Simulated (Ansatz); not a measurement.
# Pt: what SCF settings change

Which SCF settings change the result for Pt, and which only the effort? The default run comes first. Pt is taken in the deposited crystal structure (space group Fm-3m), 1 atom in the cell. Source: COD entry 1011109, which need not be the ambient phase.

Method: DFT r2SCAN, PAW, plane waves, scalar-relativistic, in Ansatz 0.2.0.

## (1) The system as given

Symmetry: Fm-3m, No. 225, cubic system. The conventional cell has a = 3.938 Å, b = 3.938 Å, c = 3.938 Å, α = 90.00°, β = 90.00°, γ = 90.00°. Pt (site symmetry m-3m) has 12 Pt at 2.78 Å as nearest neighbours.

As a file:

```
CELL_PARAMETERS angstrom
0.00000 1.96900 1.96900
1.96900 0.00000 1.96900
1.96900 1.96900 0.00000
ATOMIC_POSITIONS crystal
Pt 0.00000 0.00000 0.00000
```

In tables a label like Pt1 counts atoms in the order of input.yaml; a structure file may count by element.

Changes shown after the default run: direct minimisation; one k-point (Gamma), no switch to direct minimisation; Anderson, β 0.2, history 8, no preconditioner; Fermi–Dirac width 0.01 eV, no switch to direct minimisation; fixed occupations; linear mixing, β 0.2, Kerker; cutoff 350 eV.

The search for lower states is off throughout, and inputs that name a mixer don't switch to direct minimisation unless they say so. Spin polarisation is off.

## (2) Default SCF settings

input.yaml reads:

```yaml
crystal:
  lattice:
    - [0.0, 1.969, 1.969]
    - [1.969, 0.0, 1.969]
    - [1.969, 1.969, 0.0]
  atoms:
    - { symbol: Pt, position: [0.0, 0.0, 0.0] }
hamiltonian:
  xc: r2scan
  pseudopotentials: { kind: paw }
basis:
  ecutwfc: 500
kpoints:
  mp_grid: { grid: [12, 12, 12] }
scf:
  occupations: { method: gaussian, width: 0.1 }
  lower_state_search: "off"
output:
  forces: true
  stress: true
```

Started as:

```sh
$ ansatz run input.yaml --threads 2 --pin off --max-ram 5120MiB --backend cpu --events-out ev --progress --plain --runs-dir out
```

Log, shortened:

```text
[...]
Pseudopotentials: kind: paw
Pseudopotential: Pt, paw, valence charge 18, recommended cutoff 500 eV (meta_gga), Pt.paw.azcp
Functional definition: r2SCAN
[...]
Crystal: 1 atoms, lattice volume = 15.267 Å³
Basis set: ecut = 500 eV, 387 PW (Γ), exchange–correlation on 96×96×96 points (64 copies of the dense FFT grid, shifted against one another)
Bands: 13, of which v1, the nominal top of the filled ones, is band 9 counted from 1 (8 counted from 0)
Symmetry: 48 space group operations
Space group: Fm-3m (ITA 225), of the structure as read, at distance tolerance 2.5e-5 Å
k-points: 72 of 1728
[...]
SCF iter   1: F=-12536.784736 eV  HF=-12536.791940 eV  |F-HF|=7.20e-3  |Δ(HF+E_count)|=         —  Δρ=1.44e-2  dr2=2.47e-2  dr2_τ=1.12e-2  ethr=1.77e-3  ⟨swp⟩=5.0  Hψ=5398  notcnv=0
[...]
SCF iter   6: F=-12536.795642 eV  HF=-12536.795642 eV  |F-HF|=1.05e-8  |Δ(HF+E_count)|=   9.05e-8  Δρ=1.90e-5  dr2=2.76e-8  dr2_τ=2.39e-9  ethr=5.56e-10  ⟨swp⟩=4.0  Hψ=2870  notcnv=0
[...]
SCF converged after 6 iterations
Free energy (F): -12536.795642 eV
[...]
E sigma→0 (E₀):  -12536.790692 eV
Entropy (-TS):   -0.009899 eV (-9.899 meV/atom)
Fermi energy:    22.775256 eV
[...]
--- Forces (eV/Å), atoms counted from 1 ---
  atom   1  Pt    -0.00000000     0.00000000     0.00000000
[...]
--- Stress (GPa, compression-positive) ---
        0.578458       0.000000       0.000000
        0.000000       0.578458       0.000000
        0.000000      -0.000000       0.578458
  P = ⅓ Tr σ = 0.5785 GPa (5.785 kbar)
```

It took 0.83 s on 2 threads of Intel Xeon 6975P-C (Granite Rapids), shared host; peak memory 0.39 GiB.

With the default settings (MSR1 mixing, preconditioner none) the run converges in 6 iterations, with no gap on the k-mesh.

## (3) Direct minimisation

Edit input.yaml of step 2 so:

```diff
@@ -17,2 +17,4 @@
   lower_state_search: "off"
+  algorithm: direct_min
+  max_iter: 150
 output:
```

Started as:

```sh
$ ansatz run input.yaml --threads 2 --pin off --max-ram 5120MiB --backend cpu --events-out ev --progress --plain --runs-dir out
```

Log, shortened:

```text
[... 22 lines as in an earlier run ...]
SCF iter   1: F=-12536.785076 eV  HF=-12536.792185 eV  |F-HF|=7.11e-3  |Δ(HF+E_count)|=         —  Δρ=1.44e-2  dr2=2.46e-2  dr2_τ=1.13e-2  ethr=1.77e-3  ⟨swp⟩=7.6  Hψ=4068  notcnv=0
[...]
SCF iter   4: F=-12536.795642 eV  HF=-12536.795642 eV  |F-HF|=3.78e-9  |Δ(HF+E_count)|=   1.38e-6  Δρ=8.41e-6  dr2=3.71e-9  dr2_τ=4.71e-9  ethr=2.77e-8  ⟨swp⟩=2.0  Hψ=1605  notcnv=0
[...]
SCF converged after 4 iterations
Stability not checked: this state was not tested for a lower state beside it, because a direct minimisation reached the state, and no test of it is asked (direct_minimisation; see scf.lower_state_search)
Free energy (F): -12536.795642 eV
[...]
E sigma→0 (E₀):  -12536.790692 eV
Entropy (-TS):   -0.009899 eV (-9.899 meV/atom)
Fermi energy:    22.775151 eV
[... 30 lines left out: energy terms, forces, stress, bands ...]
```

Run time: 1.6 s. Hardware: 2 threads of Intel Xeon 6975P-C (Granite Rapids), shared host; peak memory 0.38 GiB.

It takes 4 iterations (default 6). Against the default run: the same free energy.

## (4) One k-point (Gamma), no switch to direct minimisation

Edit input.yaml of step 3 so:

```diff
@@ -13,3 +13,3 @@
 kpoints:
-  mp_grid: { grid: [12, 12, 12] }
+  mp_grid: { grid: [1, 1, 1] }
 scf:
@@ -17,4 +17,5 @@
   lower_state_search: "off"
-  algorithm: direct_min
-  max_iter: 150
+  algorithm: density_mixing
+  max_iter: 80
+  mixing: {}
 output:
```

Started as:

```sh
$ ansatz run input.yaml --threads 2 --pin off --max-ram 5120MiB --backend cpu --events-out ev --progress --plain --runs-dir out
```

Log, shortened:

```text
[... 14 lines as in an earlier run ...]
k-points: 1
[... 7 lines as in an earlier run ...]
SCF iter   1: F=-12546.581541 eV  HF=-12545.996769 eV  |F-HF|=5.85e-1  |Δ(HF+E_count)|=         —  Δρ=1.35e-1  dr2=6.47e-1  dr2_τ=1.16e-1  ethr=1.77e-3  ⟨swp⟩=5.0  Hψ=77  notcnv=0
[...]
SCF iter   7: F=-12546.625890 eV  HF=-12546.625890 eV  |F-HF|=7.09e-10  |Δ(HF+E_count)|=   4.90e-8  Δρ=3.11e-6  dr2=6.73e-10  dr2_τ=1.50e-10  ethr=5.56e-10  ⟨swp⟩=4.0  Hψ=44  notcnv=0
[...]
SCF converged after 7 iterations
Free energy (F): -12546.625890 eV
[...]
E sigma→0 (E₀):  -12546.569471 eV
Entropy (-TS):   -0.112838 eV (-112.838 meV/atom)
Fermi energy:    21.033501 eV
[...]
--- Forces (eV/Å), atoms counted from 1 ---
  atom   1  Pt     0.00000000     0.00000000    -0.00000000
[...]
--- Stress (GPa, compression-positive) ---
      -39.762109       0.000000      -0.000000
       -0.000000     -39.762109       0.000000
       -0.000000       0.000000     -39.762109
  P = ⅓ Tr σ = -39.7621 GPa (-397.621 kbar)
```

It took 0.44 s on 2 threads of Intel Xeon 6975P-C (Granite Rapids), shared host; peak memory 0.36 GiB.

It takes 7 iterations (default 6). Against the default run: free energy shifted by -9830 meV/atom, pressure -39.8 GPa against 0.6.

The setting is a deliberately weak one: read the shift, not the values.

## (5) Anderson, β 0.2, history 8, no preconditioner

Edit input.yaml of step 4 so:

```diff
@@ -13,3 +13,3 @@
 kpoints:
-  mp_grid: { grid: [1, 1, 1] }
+  mp_grid: { grid: [12, 12, 12] }
 scf:
@@ -19,3 +19,3 @@
   max_iter: 80
-  mixing: {}
+  mixing: { algorithm: anderson, ndim: 8, beta: 0.2, preconditioner: none }
 output:
```

Started as:

```sh
$ ansatz run input.yaml --threads 2 --pin off --max-ram 5120MiB --backend cpu --events-out ev --progress --plain --runs-dir out
```

Log, shortened:

```text
[... 22 lines as in an earlier run ...]
SCF iter   1: F=-12536.784736 eV  HF=-12536.791940 eV  |F-HF|=7.20e-3  |Δ(HF+E_count)|=         —  Δρ=1.44e-2  dr2=2.47e-2  dr2_τ=1.12e-2  ethr=1.77e-3  ⟨swp⟩=5.0  Hψ=5398  notcnv=0
[...]
SCF iter   8: F=-12536.795642 eV  HF=-12536.795642 eV  |F-HF|=3.39e-8  |Δ(HF+E_count)|=   1.38e-6  Δρ=2.54e-5  dr2=3.45e-8  dr2_τ=5.36e-8  ethr=5.56e-10  ⟨swp⟩=2.9  Hψ=3786  notcnv=0
[...]
SCF converged after 8 iterations
Stability not checked: this state was not tested for a lower state beside it, because the mixer in use, unlike msr1, does not test its closes by its own steps (another_mixer; see scf.mixing.algorithm and scf.lower_state_search)
Free energy (F): -12536.795642 eV
[...]
E sigma→0 (E₀):  -12536.790692 eV
Entropy (-TS):   -0.009899 eV (-9.899 meV/atom)
Fermi energy:    22.775186 eV
[... 25 lines left out: energy terms, forces, stress ...]
```

Run time: 0.92 s. Hardware: 2 threads of Intel Xeon 6975P-C (Granite Rapids), shared host; peak memory 0.37 GiB.

8 iterations against 6; the same free energy.

## (6) Fermi–Dirac width 0.01 eV, no switch to direct minimisation

Edit input.yaml of step 5 so:

```diff
@@ -15,3 +15,3 @@
 scf:
-  occupations: { method: gaussian, width: 0.1 }
+  occupations: { method: fermi_dirac, width: 0.01 }
   lower_state_search: "off"
@@ -19,3 +19,3 @@
   max_iter: 80
-  mixing: { algorithm: anderson, ndim: 8, beta: 0.2, preconditioner: none }
+  mixing: {}
 output:
```

Started as:

```sh
$ ansatz run input.yaml --threads 2 --pin off --max-ram 5120MiB --backend cpu --events-out ev --progress --plain --runs-dir out
```

Log, shortened:

```text
[... 22 lines as in an earlier run ...]
SCF iter   1: F=-12536.778837 eV  HF=-12536.785879 eV  |F-HF|=7.04e-3  |Δ(HF+E_count)|=         —  Δρ=1.47e-2  dr2=2.49e-2  dr2_τ=1.15e-2  ethr=1.77e-3  ⟨swp⟩=5.2  Hψ=5566  notcnv=0
[...]
SCF iter   6: F=-12536.789862 eV  HF=-12536.789862 eV  |F-HF|=1.23e-8  |Δ(HF+E_count)|=   9.21e-8  Δρ=1.89e-5  dr2=2.44e-8  dr2_τ=2.53e-9  ethr=5.34e-10  ⟨swp⟩=2.8  Hψ=3212  notcnv=0
[...]
SCF converged after 6 iterations
Free energy (F): -12536.789862 eV
[...]
E sigma→0 (E₀):  -12536.789216 eV
Entropy (-TS):   -0.001292 eV (-1.292 meV/atom)
Fermi energy:    22.782529 eV
[...]
--- Forces (eV/Å), atoms counted from 1 ---
  atom   1  Pt    -0.00000000     0.00000000     0.00000000
[...]
--- Stress (GPa, compression-positive) ---
        0.563025      -0.000000      -0.000000
       -0.000000       0.563025      -0.000000
       -0.000000      -0.000000       0.563025
  P = ⅓ Tr σ = 0.5630 GPa (5.630 kbar)
```

Wall time 0.84 s (2 threads of Intel Xeon 6975P-C (Granite Rapids), shared host); peak memory 0.4 GiB.

The count stays at 6. Against the default run: free energy shifted by +5.8 meV/atom, zero-width estimate shifted by +1.5 meV/atom.

## (7) Fixed occupations

Edit input.yaml of step 6 so:

```diff
@@ -15,7 +15,5 @@
 scf:
-  occupations: { method: fermi_dirac, width: 0.01 }
+  occupations: { method: fixed }
   lower_state_search: "off"
-  algorithm: density_mixing
   max_iter: 80
-  mixing: {}
 output:
```

Started as:

```sh
$ ansatz run input.yaml --threads 2 --pin off --max-ram 5120MiB --backend cpu --events-out ev --progress --plain --runs-dir out
```

Log, shortened:

```text
[... 22 lines as in an earlier run ...]
SCF iter   1: F=-12536.281468 eV  HF=-12536.303609 eV  |F-HF|=2.21e-2  |Δ(HF+E_count)|=         —  Δρ=3.34e-2  dr2=6.32e-2  dr2_τ=8.54e-3  ethr=1.77e-3  ⟨swp⟩=4.8  Hψ=4906  notcnv=0  defer=146
[...]
SCF iter   6: F=-12536.298994 eV  HF=-12536.298994 eV  |F-HF|=1.81e-9  |Δ(HF+E_count)|=   2.03e-7  Δρ=4.30e-6  dr2=2.24e-9  dr2_τ=1.54e-10  ethr=1.00e-12  ⟨swp⟩=4.4  Hψ=7306  notcnv=0
WARN: a fill by count may have filled part of one level: at k-index 4 the highest filled band, 21.954714 eV, and the lowest empty band, 21.954714 eV, stand 3.553e-15 eV apart, within the solve's uncertainty, 3.162e-4 eV. If they are one level, whatever splits it, however little, can move [...]
SCF converged after 6 iterations
Free energy (F): -12536.298994 eV
[...]
E sigma→0 (E₀):  -12536.298994 eV
Fermi energy:    23.316912 eV
[...]
--- Forces (eV/Å), atoms counted from 1 ---
  atom   1  Pt    -0.00000000     0.00000000     0.00000000
[...]
--- Stress (GPa, compression-positive) ---
        9.348983      -0.000000       0.000000
       -0.000000       9.348983       0.000000
        0.000000      -0.000000       9.348983
  P = ⅓ Tr σ = 9.3490 GPa (93.490 kbar)
--- Band table (eV; the first three rows and the last of 72) ---
  k-point 0: bands = ["-77.6487", "-31.0455", "-31.0455", "-31.0455", "12.4301", "18.9556", "18.9556", "18.9556", "21.1143", "21.1143", "38.1666", "43.1863", "43.1863"]
[...]
```

It took 1 s on 2 threads of Intel Xeon 6975P-C (Granite Rapids), shared host; peak memory 0.39 GiB.

6 iterations, as in the default run; free energy shifted by +497 meV/atom, zero-width estimate shifted by +492 meV/atom, but the bands overlap, so whole fillings don't suit this cell, pressure 9.3 GPa against 0.6.

## (8) Linear mixing, β 0.2, Kerker

Edit input.yaml of step 7 so:

```diff
@@ -15,5 +15,7 @@
 scf:
-  occupations: { method: fixed }
+  occupations: { method: gaussian, width: 0.1 }
   lower_state_search: "off"
+  algorithm: density_mixing
   max_iter: 80
+  mixing: { algorithm: anderson, ndim: 1, beta: 0.2, preconditioner: kerker }
 output:
```

Started as:

```sh
$ ansatz run input.yaml --threads 2 --pin off --max-ram 5120MiB --backend cpu --events-out ev --progress --plain --runs-dir out
```

Log, shortened:

```text
[... 22 lines as in an earlier run ...]
SCF iter   1: F=-12536.784736 eV  HF=-12536.791940 eV  |F-HF|=7.20e-3  |Δ(HF+E_count)|=         —  Δρ=1.44e-2  dr2=2.47e-2  dr2_τ=1.12e-2  ethr=1.77e-3  ⟨swp⟩=5.0  Hψ=5398  notcnv=0
[...]
SCF iter  44: F=-12536.795642 eV  HF=-12536.795642 eV  |F-HF|=1.15e-7  |Δ(HF+E_count)|=   3.14e-8  Δρ=2.66e-5  dr2=9.61e-8  dr2_τ=2.23e-9  ethr=5.56e-10  ⟨swp⟩=3.0  Hψ=2285  notcnv=0
[...]
SCF converged after 44 iterations
[... 1 line as in an earlier run ...]
Free energy (F): -12536.795642 eV
[...]
E sigma→0 (E₀):  -12536.790692 eV
Entropy (-TS):   -0.009900 eV (-9.900 meV/atom)
Fermi energy:    22.774976 eV
[... 25 lines left out: energy terms, forces, stress ...]
```

Wall time 2.2 s (2 threads of Intel Xeon 6975P-C (Granite Rapids), shared host); peak memory 0.39 GiB.

Compared with step 2: the same free energy; 44 iterations in place of 6.

## (9) Cutoff 350 eV

Edit input.yaml of step 8 so:

```diff
@@ -11,3 +11,3 @@
 basis:
-  ecutwfc: 500
+  ecutwfc: 350
 kpoints:
@@ -17,5 +17,3 @@
   lower_state_search: "off"
-  algorithm: density_mixing
   max_iter: 80
-  mixing: { algorithm: anderson, ndim: 1, beta: 0.2, preconditioner: kerker }
 output:
```

Started as:

```sh
$ ansatz run input.yaml --threads 2 --pin off --max-ram 5120MiB --backend cpu --events-out ev --progress --plain --runs-dir out
```

Log, shortened:

```text
Warning: basis.ecutwfc = 350 eV is below the records' recommended 500 eV, and the density's cutoff is lower with it unless basis.ecutrho_ratio is high enough to keep the records' density cutoff: compare with a run at a higher cutoff
[... 10 lines as in an earlier run ...]
Basis set: ecut = 350 eV, 259 PW (Γ), exchange–correlation on 72×72×72 points (64 copies of the dense FFT grid, shifted against one another)
[... 11 lines as in an earlier run ...]
SCF iter   1: F=-12536.772695 eV  HF=-12536.779108 eV  |F-HF|=6.41e-3  |Δ(HF+E_count)|=         —  Δρ=1.41e-2  dr2=2.41e-2  dr2_τ=1.22e-2  ethr=1.77e-3  ⟨swp⟩=4.9  Hψ=5273  notcnv=0
[...]
SCF iter   6: F=-12536.782896 eV  HF=-12536.782896 eV  |F-HF|=9.40e-9  |Δ(HF+E_count)|=   7.48e-8  Δρ=1.65e-5  dr2=2.05e-8  dr2_τ=1.83e-9  ethr=4.40e-10  ⟨swp⟩=2.5  Hψ=3233  notcnv=0
[...]
SCF converged after 6 iterations
Free energy (F): -12536.782896 eV
[...]
E sigma→0 (E₀):  -12536.777948 eV
Entropy (-TS):   -0.009896 eV (-9.896 meV/atom)
Fermi energy:    22.774195 eV
[...]
--- Forces (eV/Å), atoms counted from 1 ---
  atom   1  Pt    -0.00000000     0.00000000     0.00000000
[...]
--- Stress (GPa, compression-positive) ---
        0.452985       0.000000       0.000000
        0.000000       0.452985      -0.000000
       -0.000000      -0.000000       0.452985
  P = ⅓ Tr σ = 0.4530 GPa (4.530 kbar)
```

Run time: 0.59 s. Hardware: 2 threads of Intel Xeon 6975P-C (Granite Rapids), shared host; peak memory 0.35 GiB.

6 iterations, as in the default run; free energy shifted by +12.7 meV/atom, pressure 0.5 GPa against 0.6.

This setting is poor on purpose, so its numbers aren't to be taken as properties of the material.

## (10) Comparison

```tsv
step	settings	iterations	time	against the default run
2	default SCF settings	6	0.83 s	reference
3	direct minimisation	4	1.6 s	the same free energy
4	one k-point (Gamma), no switch to direct minimisation	7	0.44 s	free energy shifted by -9830 meV/atom, pressure -39.8 GPa against 0.6
5	Anderson, β 0.2, history 8, no preconditioner	8	0.92 s	the same free energy
6	Fermi–Dirac width 0.01 eV, no switch to direct minimisation	6	0.84 s	free energy shifted by +5.8 meV/atom, zero-width estimate shifted by +1.5 meV/atom
7	fixed occupations	6	1 s	free energy shifted by +497 meV/atom, zero-width estimate shifted by +492 meV/atom, but the bands overlap, so whole fillings don't suit this cell, pressure 9.3 GPa against 0.6
8	linear mixing, β 0.2, Kerker	44	2.2 s	the same free energy
9	cutoff 350 eV	6	0.59 s	free energy shifted by +12.7 meV/atom, pressure 0.5 GPa against 0.6
```

Decimal logarithm of the largest residual (eV) by iteration, counted through all cycles of a run:

| iteration | step 2 | step 3 | step 4 | step 5 | step 6 | step 7 | step 8 | step 9 |
| --- | --- | --- | --- | --- | --- | --- | --- | --- |
| 1 | -1.6 | -1.6 | -0.2 | -1.6 | -1.6 | -1.2 | -1.6 | -1.6 |
| 2 | -2.3 | -2.5 | -0.6 | -2.1 | -2.3 | -2.2 | -1.8 | -2.3 |
| 3 | -3.9 | -5.3 | -2.7 | -2.7 | -3.9 | -2.8 | -2.1 | -3.8 |
| 4 | -5.2 | -8.3 | -2.9 | -3.5 | -5.2 | -5.0 | -2.2 | -5.2 |
| 5 | -6.9 | - | -4.3 | -4.4 | -7.0 | -7.1 | -2.4 | -7.1 |
| 9 | - | - | - | - | - | - | -3.1 | - |
| 13 | - | - | - | - | - | - | -3.8 | - |
| 17 | - | - | - | - | - | - | -4.3 | - |
| 21 | - | - | - | - | - | - | -4.8 | - |
| 24 | - | - | - | - | - | - | -5.1 | - |
| 28 | - | - | - | - | - | - | -5.5 | - |
| 32 | - | - | - | - | - | - | -5.9 | - |
| 36 | - | - | - | - | - | - | -6.3 | - |
| 40 | - | - | - | - | - | - | -6.7 | - |
| 44 | - | - | - | - | - | - | -7.0 | - |

## (11) Outcome

| quantity | value |
| --- | --- |
| default run | 6 iterations, with no gap on the k-mesh |
| fewest iterations to that state among the runs shown (an iteration of direct minimisation costs more) | 4 (direct minimisation) |
| most iterations to it | 44 (linear mixing, β 0.2, Kerker) |
| runs that end in another state, among changes of path alone | 0 |
| largest shift of the free energy by occupations, cutoff, mesh or field | -9830 meV/atom (one k-point (Gamma), no switch to direct minimisation) |

**Reading.** The default and the runs that change only the path, 4 in all, end in one state, in 4 to 44 iterations. Occupations, cutoff, mesh and fields change the problem that is solved, not just the path; the largest shift here is that of “one k-point (Gamma), no switch to direct minimisation”. Other settings tried on this cell gave no result: linear mixing, β 0.05, no preconditioner (not converged after 80 iterations, still settling). Counts include iterations that the program adds to test a close, so a difference of one or two ranks nothing. The starting density is a sum of atomic densities corrected by a trained network, so it is already close to self-consistency.
